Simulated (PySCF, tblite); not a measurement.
**C3H5F3Ge: a rotation path, then NMR shifts on frames**

Aim: move C3H5F3Ge (`C=[CH][GeH2][C](F)(F)F`) away from its starting geometry and see how NMR shifts follow the geometry.

Computed with tblite 0.8.0 and PySCF 2.14.0, with density-fitted response routines of our own, on a single molecule in the gas phase. Atoms count from 0, in the outputs and in this text.

## (1) Starting geometry

12 atoms, charge 0, multiplicity 1; geometry from: GFN2-xTB.

Bonds of the start (Å): C0–C1 1.32, C1–Ge2 1.95, Ge2–C3 2.00, C3–F4 1.34, C3–F5 1.35, C3–F6 1.35, C0–H7 1.08, C0–H8 1.08, C1–H9 1.08, Ge2–H10 1.50, Ge2–H11 1.50.

## (2) The rotation path with GFN2-xTB

The job: settings as JSON, then the geometry in Å.

```
{"job": {"kind": "neb", "xc": "GFN2-xTB", "basis": "xTB", "atoms": [1, 2, 3, 5], "turn": 120}, "charge": 0, "multiplicity": 1}
C      1.799598    -0.690470     0.470740
C      1.418549     0.541469     0.167710
Ge    -0.421258     1.070268    -0.200413
C     -1.586579    -0.559942    -0.259578
F     -2.875436    -0.248725    -0.485332
F     -1.226747    -1.416999    -1.233557
F     -1.563207    -1.263958     0.888084
H      2.832512    -0.936457     0.663747
H      1.100060    -1.508984     0.539999
H      2.156647     1.331379     0.111326
H     -1.034313     1.952398     0.848533
H     -0.598628     1.729334    -1.537285
```

Method: GFN2-xTB climbing-image nudged elastic band, gas phase.

Started as:

```sh
OMP_NUM_THREADS=1 python probes_run.py task.json out
```

This one command runs all jobs of the session in turn.

What it wrote:

```text
image   E - E0 / eV
  0      -0.0000
  1       0.0049
  2       0.0192
  3       0.0364
  4       0.0452
  5       0.0406
  6       0.0253
  7       0.0085
  8      -0.0001
```

It took 1.6 s on 1 thread of Arm Neoverse V2, shared host; peak memory 0.19 GiB.

The final band, with the dihedral C1–Ge2–C3–F5:

```csv
image,dihedral (°),energy (eV),energy (kcal/mol)
0,-61,0.000,0.0
1,-46,0.005,0.1
2,-30,0.019,0.4
3,-15,0.036,0.8
4,0,0.045,1.0
5,15,0.041,0.9
6,30,0.025,0.6
7,45,0.008,0.2
8,59,0.000,0.0
```

## (3) NMR shieldings: image 0, PBE0/pcSseg-1

The job: settings as JSON, then the geometry in Å.

```
{"job": {"kind": "nmr", "xc": "PBE0", "basis": "pcSseg-1", "pop": false}, "charge": 0, "multiplicity": 1}
C      1.799600    -0.690500     0.470700
C      1.418500     0.541500     0.167700
Ge    -0.421300     1.070300    -0.200400
C     -1.586600    -0.559900    -0.259600
F     -2.875400    -0.248700    -0.485300
F     -1.226700    -1.417000    -1.233600
F     -1.563200    -1.264000     0.888100
H      2.832500    -0.936500     0.663700
H      1.100100    -1.509000     0.540000
H      2.156600     1.331400     0.111300
H     -1.034300     1.952400     0.848500
H     -0.598600     1.729300    -1.537300
```

Method: GIAO PBE0/pcSseg-1 NMR shielding, non-relativistic, gas phase.

What it wrote:

```text
coarse grid: 51216 points
cycle   1  E = -2492.7230192186  dE =  1.937e-01  |g| = 1.191e+00  |ddm| = 3.188e+00
cycle   2  E = -2492.5620298154  dE =  1.610e-01  |g| = 1.546e+00  |ddm| = 1.270e+00
cycle   3  E = -2492.8851643369  dE = -3.231e-01  |g| = 1.468e-01  |ddm| = 8.083e-01
cycle   4  E = -2492.8878669993  dE = -2.703e-03  |g| = 6.022e-02  |ddm| = 8.689e-02
cycle   5  E = -2492.8882475764  dE = -3.806e-04  |g| = 6.067e-03  |ddm| = 3.198e-02
cycle   6  E = -2492.8882542740  dE = -6.698e-06  |g| = 1.618e-03  |ddm| = 6.696e-03
final grid: 108336 points
cycle   7  E = -2492.8882673298  dE =  7.421e-07  |g| = 2.384e-03  |ddm| = 3.328e-03
cycle   8  E = -2492.8882646263  dE =  2.704e-06  |g| = 4.051e-03  |ddm| = 4.656e-03
cycle   9  E = -2492.8882687420  dE = -4.116e-06  |g| = 2.693e-04  |ddm| = 2.929e-03
cycle  10  E = -2492.8882687594  dE = -1.736e-08  |g| = 5.339e-05  |ddm| = 2.386e-04
cycle  11  E = -2492.8882687597  dE = -3.729e-10  |g| = 6.520e-06  |ddm| = 2.957e-05
converged SCF energy = -2492.8882687597

GIAO shielding tensors (ppm)
atom      isotropic    diamagn.    paramagn.     s11        s22        s33       span
  0 C       40.587     255.310    -214.723    -85.294     40.885    166.171    251.465
  1 C       53.967     259.494    -205.526    -58.070     50.648    169.324    227.394
  2 Ge    1496.855    2754.184   -1257.329   1423.910   1486.219   1580.437    156.527
  3 C       46.165     246.996    -200.831     40.829     41.975     55.692     14.862
  4 F      234.715     472.229    -237.514    139.600    237.110    327.436    187.835
  5 F      237.069     475.954    -238.885    138.263    246.682    326.261    187.998
  6 F      236.730     476.181    -239.451    136.292    247.824    326.074    189.781
  7 H       24.981      28.701      -3.720     22.092     24.203     28.647      6.555
  8 H       25.093      32.715      -7.621     22.129     23.122     30.029      7.901
  9 H       25.442      30.352      -4.910     23.578     24.938     27.809      4.231
 10 H       27.216      28.105      -0.888     20.908     22.351     38.389     17.481
 11 H       27.276      28.134      -0.858     20.927     22.458     38.442     17.515
```

Wall time 15 s (1 thread of Arm Neoverse V2, shared host); peak memory 0.73 GiB.

The references, computed at this level on geometries of the same kind, shield at (ppm): ¹H TMS 31.72, ¹³C TMS 186.9, ¹⁹F CFCl3 170.9, ⁷³Ge GeMe4 1331. Their shielding less the atom's gives the shift. The references are single molecules in the gas phase, so shifts against H2O, NH3, PH3, H3PO4 or CFCl3 are not on the usual liquid scales and can be off by tens of ppm. Each atom is listed at this fixed geometry, with no averaging over motion; a spectrum would average atoms that exchange fast.

```csv
atoms,environment,σ (ppm),δ (ppm)
C0,terminal =CH2 carbon,40.6,146.3
C3,CF3 carbon,46.2,140.8
C1,alkene CH,54.0,133.0
H7,hydrogen on a terminal =CH2 carbon,24.98,6.74
H8,hydrogen on a terminal =CH2 carbon,25.09,6.62
H9,hydrogen on an alkene CH,25.44,6.28
H10,hydrogen on a germanium bonded to 2 C,27.22,4.50
H11,hydrogen on a germanium bonded to 2 C,27.28,4.44
Ge2,"germanium bonded to 2 C, 2 H",1497,-166
F4,fluorine of a CF3 group,234.7,-63.8
F6,fluorine of a CF3 group,236.7,-65.8
F5,fluorine of a CF3 group,237.1,-66.1
```

## (4) Nuclear shieldings: image 2, PBE0/pcSseg-1

The job: settings as JSON, then the geometry in Å.

```
{"job": {"kind": "nmr", "xc": "PBE0", "basis": "pcSseg-1", "pop": false}, "charge": 0, "multiplicity": 1}
C      1.844600    -0.699300     0.354100
C      1.426700     0.538400     0.134800
Ge    -0.434300     1.066100    -0.115200
C     -1.614500    -0.558600    -0.230500
F     -2.701000    -0.341700    -0.992800
F     -0.997300    -1.631500    -0.759700
F     -2.065800    -0.943100     0.978000
H      2.891200    -0.932700     0.479500
H      1.166700    -1.536100     0.411100
H      2.151900     1.341300     0.082800
H     -0.988700     1.874900     1.021200
H     -0.678200     1.821600    -1.389300
```

Level: GIAO PBE0/pcSseg-1 NMR shielding, non-relativistic, gas phase.

What it wrote:

```text
coarse grid: 51216 points
cycle   1  E = -2492.7210795851  dE =  1.928e-01  |g| = 1.192e+00  |ddm| = 3.187e+00
cycle   2  E = -2492.5586052951  dE =  1.625e-01  |g| = 1.550e+00  |ddm| = 1.273e+00
cycle   3  E = -2492.8840272952  dE = -3.254e-01  |g| = 1.463e-01  |ddm| = 8.114e-01
cycle   4  E = -2492.8867104596  dE = -2.683e-03  |g| = 6.032e-02  |ddm| = 8.664e-02
cycle   5  E = -2492.8870917472  dE = -3.813e-04  |g| = 6.028e-03  |ddm| = 3.192e-02
cycle   6  E = -2492.8870984592  dE = -6.712e-06  |g| = 1.527e-03  |ddm| = 6.678e-03
final grid: 108336 points
cycle   7  E = -2492.8869952326  dE =  5.872e-07  |g| = 2.213e-03  |ddm| = 3.251e-03
cycle   8  E = -2492.8869930110  dE =  2.222e-06  |g| = 3.707e-03  |ddm| = 4.347e-03
cycle   9  E = -2492.8869964504  dE = -3.439e-06  |g| = 2.812e-04  |ddm| = 2.705e-03
cycle  10  E = -2492.8869964696  dE = -1.918e-08  |g| = 5.369e-05  |ddm| = 2.481e-04
cycle  11  E = -2492.8869964699  dE = -3.770e-10  |g| = 6.437e-06  |ddm| = 3.015e-05
converged SCF energy = -2492.8869964699

GIAO shielding tensors (ppm)
atom      isotropic    diamagn.    paramagn.     s11        s22        s33       span
  0 C       40.120     255.199    -215.079    -85.503     38.955    166.908    252.411
  1 C       53.905     259.512    -205.608    -57.457     51.099    168.071    225.528
  2 Ge    1489.311    2754.024   -1264.713   1418.783   1476.133   1573.016    154.234
  3 C       46.514     246.907    -200.393     40.866     43.039     55.638     14.772
  4 F      230.498     472.505    -242.007    138.058    227.011    326.425    188.367
  5 F      238.814     476.697    -237.883    141.414    249.422    325.607    184.192
  6 F      231.498     474.896    -243.398    132.343    236.308    325.844    193.501
  7 H       24.964      28.645      -3.681     22.063     24.244     28.586      6.523
  8 H       25.013      32.613      -7.600     21.759     23.305     29.975      8.216
  9 H       25.462      30.323      -4.861     23.545     25.002     27.840      4.296
 10 H       27.188      28.085      -0.897     20.906     22.413     38.245     17.339
 11 H       27.233      28.151      -0.918     20.687     22.636     38.374     17.687
```

Run time: 16 s. Hardware: 1 thread of Arm Neoverse V2, shared host; peak memory 0.88 GiB.

This run: δ C0 146.8, C3 140.4, C1 133.0, Ge2 -158, H7 6.75, H8 6.70 ppm.

## (5) Shielding tensors: image 4, PBE0/pcSseg-1

The job: settings as JSON, then the geometry in Å.

```
{"job": {"kind": "nmr", "xc": "PBE0", "basis": "pcSseg-1", "pop": false}, "charge": 0, "multiplicity": 1}
C      1.886700    -0.700000     0.231800
C      1.434800     0.538900     0.105800
Ge    -0.442300     1.054400    -0.024700
C     -1.636700    -0.562700    -0.196400
F     -2.348900    -0.534600    -1.337500
F     -0.991700    -1.743200    -0.195800
F     -2.527000    -0.628200     0.810300
H      2.942300    -0.915700     0.295900
H      1.232900    -1.555200     0.272100
H      2.143000     1.357900     0.068200
H     -0.944300     1.798600     1.180000
H     -0.747500     1.889100    -1.235700
```

Level: GIAO PBE0/pcSseg-1 NMR shielding, non-relativistic, gas phase.

What it wrote:

```text
coarse grid: 51216 points
cycle   1  E = -2492.7189880921  dE =  1.941e-01  |g| = 1.192e+00  |ddm| = 3.188e+00
cycle   2  E = -2492.5557718814  dE =  1.632e-01  |g| = 1.552e+00  |ddm| = 1.272e+00
cycle   3  E = -2492.8825107609  dE = -3.267e-01  |g| = 1.455e-01  |ddm| = 8.116e-01
cycle   4  E = -2492.8851614357  dE = -2.651e-03  |g| = 6.037e-02  |ddm| = 8.591e-02
cycle   5  E = -2492.8855441536  dE = -3.827e-04  |g| = 5.985e-03  |ddm| = 3.186e-02
cycle   6  E = -2492.8855508765  dE = -6.723e-06  |g| = 1.487e-03  |ddm| = 6.709e-03
final grid: 108336 points
cycle   7  E = -2492.8856037186  dE =  5.002e-07  |g| = 2.079e-03  |ddm| = 3.139e-03
cycle   8  E = -2492.8856017518  dE =  1.967e-06  |g| = 3.467e-03  |ddm| = 4.137e-03
cycle   9  E = -2492.8856048267  dE = -3.075e-06  |g| = 2.762e-04  |ddm| = 2.567e-03
cycle  10  E = -2492.8856048459  dE = -1.919e-08  |g| = 5.177e-05  |ddm| = 2.506e-04
cycle  11  E = -2492.8856048462  dE = -3.683e-10  |g| = 5.228e-06  |ddm| = 3.107e-05
converged SCF energy = -2492.8856048462

GIAO shielding tensors (ppm)
atom      isotropic    diamagn.    paramagn.     s11        s22        s33       span
  0 C       39.769     255.055    -215.286    -85.426     36.031    168.701    254.127
  1 C       53.658     259.500    -205.843    -56.387     50.389    166.970    223.356
  2 Ge    1484.279    2753.892   -1269.613   1429.805   1452.976   1570.056    140.252
  3 C       46.321     246.696    -200.375     39.395     43.798     55.771     16.376
  4 F      225.771     473.434    -247.663    133.548    218.279    325.485    191.936
  5 F      241.993     476.748    -234.755    146.062    246.868    333.050    186.988
  6 F      225.935     473.604    -247.669    131.781    220.854    325.169    193.388
  7 H       24.976      28.605      -3.629     22.096     24.318     28.515      6.419
  8 H       24.792      32.451      -7.660     21.750     22.824     29.801      8.050
  9 H       25.465      30.306      -4.841     23.490     24.993     27.913      4.423
 10 H       27.128      28.085      -0.957     20.708     22.549     38.128     17.419
 11 H       27.185      28.121      -0.936     20.663     22.720     38.171     17.509
```

It took 16 s on 1 thread of Arm Neoverse V2, shared host; peak memory 0.88 GiB.

In short: δ C0 147.2, C3 140.6, C1 133.3, Ge2 -153, H8 6.93, H7 6.74 ppm.

## (6) Nuclear shieldings: image 6, PBE0/pcSseg-1

The job: settings as JSON, then the geometry in Å.

```
{"job": {"kind": "nmr", "xc": "PBE0", "basis": "pcSseg-1", "pop": false}, "charge": 0, "multiplicity": 1}
C      1.879300    -0.701800     0.100500
C      1.425700     0.542700     0.075700
Ge    -0.453900     1.061700     0.062500
C     -1.626000    -0.559900    -0.154600
F     -1.877500    -0.826600    -1.449600
F     -1.100700    -1.685700     0.363900
F     -2.821000    -0.401800     0.441900
H      2.936400    -0.920300     0.113600
H      1.225200    -1.558400     0.111200
H      2.133600     1.362300     0.064300
H     -0.902700     1.728600     1.331000
H     -0.817100     1.958500    -1.086400
```

Level: GIAO PBE0/pcSseg-1 NMR shielding, non-relativistic, gas phase.

What it wrote:

```text
coarse grid: 51216 points
cycle   1  E = -2492.7210154806  dE =  1.934e-01  |g| = 1.191e+00  |ddm| = 3.187e+00
cycle   2  E = -2492.5589051677  dE =  1.621e-01  |g| = 1.549e+00  |ddm| = 1.274e+00
cycle   3  E = -2492.8839087343  dE = -3.250e-01  |g| = 1.461e-01  |ddm| = 8.118e-01
cycle   4  E = -2492.8865822307  dE = -2.673e-03  |g| = 6.033e-02  |ddm| = 8.669e-02
cycle   5  E = -2492.8869649267  dE = -3.827e-04  |g| = 6.019e-03  |ddm| = 3.198e-02
cycle   6  E = -2492.8869716431  dE = -6.716e-06  |g| = 1.541e-03  |ddm| = 6.706e-03
final grid: 108336 points
cycle   7  E = -2492.8869890034  dE =  5.847e-07  |g| = 2.180e-03  |ddm| = 3.148e-03
cycle   8  E = -2492.8869867989  dE =  2.205e-06  |g| = 3.668e-03  |ddm| = 4.286e-03
cycle   9  E = -2492.8869902049  dE = -3.406e-06  |g| = 2.698e-04  |ddm| = 2.681e-03
cycle  10  E = -2492.8869902230  dE = -1.810e-08  |g| = 5.170e-05  |ddm| = 2.432e-04
cycle  11  E = -2492.8869902234  dE = -3.674e-10  |g| = 5.534e-06  |ddm| = 3.013e-05
converged SCF energy = -2492.8869902234

GIAO shielding tensors (ppm)
atom      isotropic    diamagn.    paramagn.     s11        s22        s33       span
  0 C       40.142     255.169    -215.027    -85.303     37.646    168.084    253.387
  1 C       53.922     259.480    -205.558    -56.895     50.548    168.112    225.007
  2 Ge    1492.337    2754.005   -1261.668   1432.556   1471.082   1573.375    140.819
  3 C       46.217     246.766    -200.550     39.715     43.123     55.812     16.097
  4 F      231.838     474.596    -242.758    134.712    233.666    327.134    192.422
  5 F      240.327     476.651    -236.324    143.541    247.069    330.370    186.828
  6 F      228.272     472.639    -244.367    134.871    224.355    325.591    190.719
  7 H       24.986      28.642      -3.655     22.113     24.266     28.581      6.468
  8 H       24.861      32.514      -7.653     22.208     22.559     29.815      7.606
  9 H       25.465      30.333      -4.868     23.505     24.988     27.901      4.396
 10 H       27.179      28.109      -0.930     20.743     22.459     38.334     17.591
 11 H       27.233      28.078      -0.845     20.894     22.547     38.258     17.364
```

Run time: 17 s. Hardware: 1 thread of Arm Neoverse V2, shared host; peak memory 0.88 GiB.

This run: δ C0 146.8, C3 140.7, C1 133.0, Ge2 -161, H8 6.86, H7 6.73 ppm.

## (7) Nuclear shieldings: image 8, PBE0/pcSseg-1

The job: settings as JSON, then the geometry in Å.

```
{"job": {"kind": "nmr", "xc": "PBE0", "basis": "pcSseg-1", "pop": false}, "charge": 0, "multiplicity": 1}
C      1.854500    -0.693900    -0.031100
C      1.418700     0.554200     0.051600
Ge    -0.458600     1.067100     0.144000
C     -1.600200    -0.560800    -0.112300
F     -1.404600    -1.142500    -1.310900
F     -1.368300    -1.513700     0.810600
F     -2.912400    -0.275300    -0.038500
H      2.906800    -0.927900    -0.082800
H      1.182500    -1.537700    -0.050700
H      2.131500     1.368500     0.070000
H     -0.875600     1.644600     1.465400
H     -0.873100     2.016600    -0.941200
```

Level: GIAO PBE0/pcSseg-1 NMR shielding, non-relativistic, gas phase.

What it wrote:

```text
coarse grid: 51216 points
cycle   1  E = -2492.7228918623  dE =  1.950e-01  |g| = 1.191e+00  |ddm| = 3.188e+00
cycle   2  E = -2492.5618202034  dE =  1.611e-01  |g| = 1.547e+00  |ddm| = 1.270e+00
cycle   3  E = -2492.8851500122  dE = -3.233e-01  |g| = 1.468e-01  |ddm| = 8.083e-01
cycle   4  E = -2492.8878542805  dE = -2.704e-03  |g| = 6.026e-02  |ddm| = 8.695e-02
cycle   5  E = -2492.8882359472  dE = -3.817e-04  |g| = 6.060e-03  |ddm| = 3.202e-02
cycle   6  E = -2492.8882426366  dE = -6.689e-06  |g| = 1.606e-03  |ddm| = 6.683e-03
final grid: 108336 points
cycle   7  E = -2492.8882992421  dE =  7.118e-07  |g| = 2.349e-03  |ddm| = 3.214e-03
cycle   8  E = -2492.8882966373  dE =  2.605e-06  |g| = 3.988e-03  |ddm| = 4.601e-03
cycle   9  E = -2492.8883006119  dE = -3.975e-06  |g| = 2.689e-04  |ddm| = 2.882e-03
cycle  10  E = -2492.8883006291  dE = -1.725e-08  |g| = 5.270e-05  |ddm| = 2.374e-04
cycle  11  E = -2492.8883006295  dE = -3.615e-10  |g| = 6.455e-06  |ddm| = 2.916e-05
converged SCF energy = -2492.8883006295

GIAO shielding tensors (ppm)
atom      isotropic    diamagn.    paramagn.     s11        s22        s33       span
  0 C       40.576     255.333    -214.757    -85.363     40.901    166.189    251.551
  1 C       54.032     259.498    -205.466    -58.063     50.622    169.539    227.602
  2 Ge    1496.615    2754.189   -1257.573   1424.196   1485.413   1580.236    156.041
  3 C       46.157     246.965    -200.808     40.818     42.003     55.649     14.831
  4 F      236.908     475.981    -239.073    138.024    246.585    326.115    188.091
  5 F      236.601     476.176    -239.575    136.153    247.801    325.847    189.694
  6 F      234.754     472.210    -237.457    139.611    237.147    327.503    187.892
  7 H       24.976      28.713      -3.736     22.088     24.198     28.644      6.555
  8 H       25.091      32.725      -7.634     22.131     23.116     30.027      7.896
  9 H       25.450      30.368      -4.918     23.581     24.952     27.816      4.235
 10 H       27.218      28.106      -0.888     20.916     22.332     38.406     17.490
 11 H       27.283      28.146      -0.864     20.935     22.447     38.465     17.531
```

Wall time 17 s (1 thread of Arm Neoverse V2, shared host); peak memory 0.87 GiB.

Key values: δ C0 146.3, C3 140.8, C1 132.9, Ge2 -166, H7 6.74, H8 6.63 ppm.

## (8) Comparing the runs: NMR shifts

Shifts (ppm) of some atoms, chosen among heavy atoms and hydrogens apart, with basis size and wall time:

```csv
frame,C0,H8,H11,Ge2,F4,F6,F5,functions,time
image 0,146.3,6.62,4.44,-166,-63.8,-65.8,-66.1,168,15 s
image 2,146.8,6.70,4.48,-158,-59.6,-60.6,-67.9,168,16 s
image 4,147.2,6.93,4.53,-153,-54.8,-55.0,-71.0,168,16 s
image 6,146.8,6.86,4.48,-161,-60.9,-57.3,-69.4,168,17 s
image 8,146.3,6.63,4.43,-166,-66.0,-63.8,-65.7,168,17 s
```

## (9) Results

```
                                          quantity                               value
                                           barrier  0.045 eV (1.0 kcal/mol) at image 4
                             end to end (GFN2-xTB)                            0.000 eV
   ¹³C shifts against TMS (PBE0/pcSseg-1, image 0)             146.3, 140.8, 133.0 ppm
    ¹H shifts against TMS (PBE0/pcSseg-1, image 0)    6.74, 6.62, 6.28, 4.50, 4.44 ppm
⁷³Ge shifts against GeMe4 (PBE0/pcSseg-1, image 0)                            -166 ppm
 ¹⁹F shifts against CFCl3 (PBE0/pcSseg-1, image 0)             -63.8, -65.8, -66.1 ppm
                         range of the shift of Ge2                    -166 to -153 ppm
```

Along the band the dihedral turns by 120°, and the top (dihedral 0°) lies 1.0 kcal/mol above the start (GFN2-xTB, rough), so at room temperature this motion is fast. The top was not checked by a frequency run. Shifts at one fixed geometry are not the observed spectrum, which averages over the motion. In the first frame run (image 0): Shielding is most anisotropic at C0 (span 251 ppm, paramagnetic term -215 ppm). Across the 5 runs the shift of Ge2 moves most, between -166 (image 0) and -153 ppm (image 4). Spin-orbit coupling is left out, which matters for shieldings and couplings at and beside the heavy atoms.
